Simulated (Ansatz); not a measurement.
**GeH4O (singlet): the correlation ladder at distance Ge1–O2 = 1.402 Å, cc-pVDZ**

Aim: climb from Hartree-Fock through coupled cluster and multireference methods for GeH4O (singlet) at one geometry and basis, and see what each rung misses.

Computed with Ansatz 0.2.0, Gaussian basis. Level: cc-pVDZ, core rule «outside noble gas», up to 15 orbitals frozen.

To be run: UHF; CCSD(T) on RHF; BCCD(T) on RHF; CISD; CCSDT(Q) on RHF; CASSCF and MRCISD+Q, 2 electrons in 2 orbitals; CASSCF and NEVPT2, 2 electrons in 2 orbitals.

22 further runs of the same task are left out: 1 for a known fault of the program, 2 for a mislabelled method, 13 that didn't finish, 6 set aside as unsound or not needed.

## Step 1: The system

The geometry derives from a PBE0/def2-TZVP stationary point (not a proven minimum). One bond is set to the value named and the two fragments are kept rigid. No spin-orbit coupling is included. The filled d shell of Ge may be among the frozen orbitals whatever the setting's name suggests; the logs give the count.

6 atoms, charge 0, spin multiplicity 1.

Atoms are counted from 1 here; the program's logs count them from 0.

Bond lengths: Ge1–O2 1.402 Å, Ge1–H3 1.541 Å, Ge1–H4 1.531 Å, Ge1–H5 1.541 Å, O2–H6 0.959 Å. Angles: O2–Ge1–H3 109.9°, O2–Ge1–H4 104.3°, O2–Ge1–H5 109.9°, H3–Ge1–H4 111.4°, H3–Ge1–H5 109.7°, H4–Ge1–H5 111.4°, Ge1–O2–H6 112.7°.

Coordinates:

```xyz
6
charge 0, multiplicity 1
Ge    0.00000   -0.00709    0.24584
O     0.00000    0.08491   -1.15314
H     1.25968   -0.75555    0.72326
H     0.00000    1.44827    0.72071
H    -1.25968   -0.75555    0.72326
H     0.00000   -0.77421   -1.57985
```

## Step 2: UHF

File in.yaml:

```yaml
crystal:
  periodic: [false, false, false]
  atoms:
    - {symbol: Ge, position_ang: [0.000000, -0.007087, 0.245836]}
    - {symbol: O, position_ang: [0.000000, 0.084909, -1.153142]}
    - {symbol: H, position_ang: [1.259685, -0.755554, 0.723259]}
    - {symbol: H, position_ang: [0.000000, 1.448272, 0.720710]}
    - {symbol: H, position_ang: [-1.259685, -0.755554, 0.723259]}
    - {symbol: H, position_ang: [0.000000, -0.774206, -1.579849]}
basis:
  gaussian: {orbitals: cc-pVDZ}
magnetization: {spin_polarized: true, initial_magnetization: 0}
hamiltonian: {xc: hf}
output: {orbitals: {seedname: orbitals}}
```

The run is started by

```sh
$ ansatz run in.yaml --threads 1 --pin off --events-out ev --progress --plain --max-ram 2393MiB
```

The runs that follow: CCSD(T) on RHF; BCCD(T) on RHF; CISD; CCSDT(Q) on RHF; CASSCF and MRCISD+Q, 2 electrons in 2 orbitals; CASSCF and NEVPT2, 2 electrons in 2 orbitals.

**Question.** What will the summary of the whole plan be? Wanted: RCCSDT(Q) below the RHF energy; RMP2 from RCCSDT(Q); RCCSD from RCCSDT(Q); RCCSD(T) from RCCSDT(Q); NEVPT2 pair from RCCSDT(Q); MRCISD+Q pair from RCCSDT(Q); T1 diagnostic.

**Answer**, as computed:

```
                         quantity                      value
   RCCSDT(Q) below the RHF energy                 -8.7569 eV
              RMP2 from RCCSDT(Q)                 +915.8 meV
             RCCSD from RCCSDT(Q)                 +178.2 meV
          RCCSD(T) from RCCSDT(Q)                  +28.5 meV
       NEVPT2 pair from RCCSDT(Q)                 +917.7 meV
     MRCISD+Q pair from RCCSDT(Q)                  +87.2 meV
levels within 1 kcal/mol (43 meV)  RCCSD(T), BCCD(T), RCCSDT
                    T1 diagnostic                      0.009
```

In words: RCCSD(T) lands +28.5 meV from the yardstick (0.3 % of the correlation energy). Of the multireference levels listed MRCISD+Q pair comes nearest in total energy (+87.2 meV), which doesn't show that its space is the better one. These misses are within one basis, not against nature.
